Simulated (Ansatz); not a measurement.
What does this script print? It uses the Python package of Ansatz (0.2.0).

`run_tae.py`
```python
from collections import Counter
import logging
import sys

import ansatz as az

logging.basicConfig(stream=sys.stdout, format="%(levelname)s %(message)s")
logger = logging.getLogger("run")
logger.setLevel(logging.INFO)


def total_energy(molecule, charge=0, unpaired=0):
    calc = (
        molecule.calculation()
        .basis(gaussian="aug-cc-pVDZ")
        .functional("b3lyp")
    )
    if charge:
        calc = calc.charge(charge)
    if unpaired:
        calc = calc.spin("collinear", total=unpaired)
    report = calc.run(threads=1).report
    if report["published_state_doubts"]:
        print("  doubts:", report["published_state_doubts"])
    return report["free_energy_ev"]

geometry = (
    az.Crystal.molecule()
    .atom("C", (-0.941, 0.6143, -0.5998))
    .atom("O", (0.3692, 0.32, -0.7299))
    .atom("Al", (0.8999, -0.555, 0.7911))
    .atom("H", (-1.245, 1.1791, -1.5463))
    .atom("H", (-1.6318, -0.2477, -0.4894))
    .atom("H", (-1.1495, 1.3926, 0.2225))
    .atom("H", (0.4507, -0.3611, -1.44))
    .atom("H", (0.1165, -1.8749, 0.9917))
    .atom("H", (0.7335, 0.4124, 2.1135))
    .atom("H", (2.4806, -0.9309, 0.6895))
)

unpaired = {"C": 2, "O": 2, "Al": 1, "H": 1}
counts = Counter(site.symbol for site in geometry.cartesian_sites)
atom_energy = {s: total_energy(az.Crystal.molecule().atom(s, (0, 0, 0)), 0, unpaired[s]) for s in counts}
whole = total_energy(geometry, 0, 0)
for s, e in atom_energy.items():
    logger.info(f"{s:2s} x{counts[s]}  {e:14.5f} eV")
logger.info(f"CH7AlO: {whole:.5f} eV")
split = sum(counts[s] * e for s, e in atom_energy.items()) - whole
logger.info(f"atomisation energy (no zero-point term): {23.060548 * split:.1f} kcal/mol, {split / sum(counts.values()):.3f} eV an atom")
```

Output of `python run_tae.py`:
```text
INFO C  x1     -1030.06513 eV
INFO O  x1     -2042.95355 eV
INFO Al x1     -6595.58962 eV
INFO H  x7       -13.65079 eV
INFO CH7AlO: -9794.78762 eV
INFO atomisation energy (no zero-point term): 706.2 kcal/mol, 3.062 eV an atom
```

706.2 kcal/mol from the electronic energies, without the zero-point term.

Total energies depend on the basis set; only differences at equal settings carry meaning. The geometry is a force-field or estimated start, not a minimum of this method, and the basis set is short of its limit. All parts are taken at fixed geometry, without zero-point energy. b3lyp holds the VWN-RPA fit, as in Gaussian; the form of ORCA and Turbomole is b3lyp5. For Al to Cl the sets with a tight d function, cc-pV(X+d)Z, are usual. Hardware and time: 10 s on 1 thread of Arm Neoverse N1, with other jobs on the host, peak memory 0.27 GiB.
